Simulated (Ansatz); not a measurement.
**C₂H₈O₂S₂Sn: basis-set convergence**

An exercise on one series of results from a longer session: the logs are not shown, and one member is left open.

Program: Ansatz 0.2.0, Gaussian basis. Level of theory: one geometry, several basis sets. These are calculated values, not measurements.

Plan: PBE0-D4/def2-SVP; ωB97M-V/def2-SVP; PBE0-D4/def2-QZVPP; ωB97M-V/def2-QZVPP; the functionals' def2-TZVPP values are taken from earlier runs.

**Structure used throughout**

An earlier PBE0-D4 in a triple-zeta def2 set relaxation fixed the geometry. Sn takes the def2 core potential; no spin-orbit term is included.

SMILES `C[O][Sn]([SH])([SH])[O]C`, 15 atoms, charge 0, spin multiplicity 1.

Atoms are counted from 1 here; the program's logs count them from 0.

Bond lengths: C1–O2 1.411 Å, C1–H8 1.093 Å, C1–H9 1.097 Å, C1–H10 1.097 Å, O2–Sn3 1.957 Å, Sn3–S4 2.377 Å, Sn3–S5 2.375 Å, Sn3–O6 1.951 Å, S4–H11 1.346 Å, S5–H12 1.345 Å, O6–C7 1.411 Å, C7–H13 1.097 Å, C7–H14 1.097 Å, C7–H15 1.093 Å. Angles: O2–C1–H8 107.8°, O2–C1–H9 112.1°, O2–C1–H10 112.3°, H8–C1–H9 108.2°, H8–C1–H10 108.0°, H9–C1–H10 108.2°, C1–O2–Sn3 119.8°, O2–Sn3–S4 101.4°, O2–Sn3–S5 113.9°, O2–Sn3–O6 108.4°, S4–Sn3–S5 117.1°, S4–Sn3–O6 114.2°, S5–Sn3–O6 102.1°, Sn3–S4–H11 89.5°, Sn3–S5–H12 91.7°, Sn3–O6–C7 119.7°, O6–C7–H13 112.2°, O6–C7–H14 112.3° and more.

The first run:

Contents of in.yaml:

```yaml
crystal:
  periodic: [false, false, false]
  atoms:
    - {symbol: C, position_ang: [-1.277892, 1.793940, 0.417932]}
    - {symbol: O, position_ang: [-1.318135, 0.384453, 0.468122]}
    - {symbol: Sn, position_ang: [-0.202099, -0.665796, -0.749335]}
    - {symbol: S, position_ang: [-0.783782, -2.883848, -0.121463]}
    - {symbol: S, position_ang: [-0.466299, -0.084639, -3.036494]}
    - {symbol: O, position_ang: [1.665963, -0.207650, -0.424282]}
    - {symbol: C, position_ang: [2.227431, -0.427858, 0.851014]}
    - {symbol: H, position_ang: [-2.023785, 2.175367, 1.120278]}
    - {symbol: H, position_ang: [-0.297982, 2.189880, 0.711118]}
    - {symbol: H, position_ang: [-1.520140, 2.182274, -0.579079]}
    - {symbol: H, position_ang: [-1.546766, -2.391093, 0.872176]}
    - {symbol: H, position_ang: [-1.676571, -0.668559, -3.085514]}
    - {symbol: H, position_ang: [1.766686, 0.203672, 1.620619]}
    - {symbol: H, position_ang: [2.141911, -1.474281, 1.169155]}
    - {symbol: H, position_ang: [3.289760, -0.176661, 0.795052]}
basis:
  gaussian: {orbitals: def2-SVP}
hamiltonian: {xc: pbe0, dispersion: d4}
output: {orbitals: {seedname: orbitals}}
```

Among the steps run: PBE0-D4 in def2-SVP; ωB97M-V in def2-SVP; PBE0-D4 in def2-QZVPP; ωB97M-V in def2-QZVPP.

One of the session's tables, all rows but one given; the rest of the session is left out.

It belongs to the step «Density functionals: the series». 

```
functional       basis  HOMO (eV)
   PBE0-D4    def2-SVP      -7.67
   PBE0-D4  def2-TZVPP      -7.81
   PBE0-D4  def2-QZVPP      -7.83
   ωB97M-V    def2-SVP          ?
   ωB97M-V  def2-TZVPP     -10.03
   ωB97M-V  def2-QZVPP     -10.06
```

Estimate the missing values for ωB97M-V, def2-SVP.

As computed: HOMO (eV): -9.87. In the column «HOMO (eV)» it lies between ωB97M-V, def2-TZVPP (-10.03) and PBE0-D4, def2-QZVPP (-7.83).
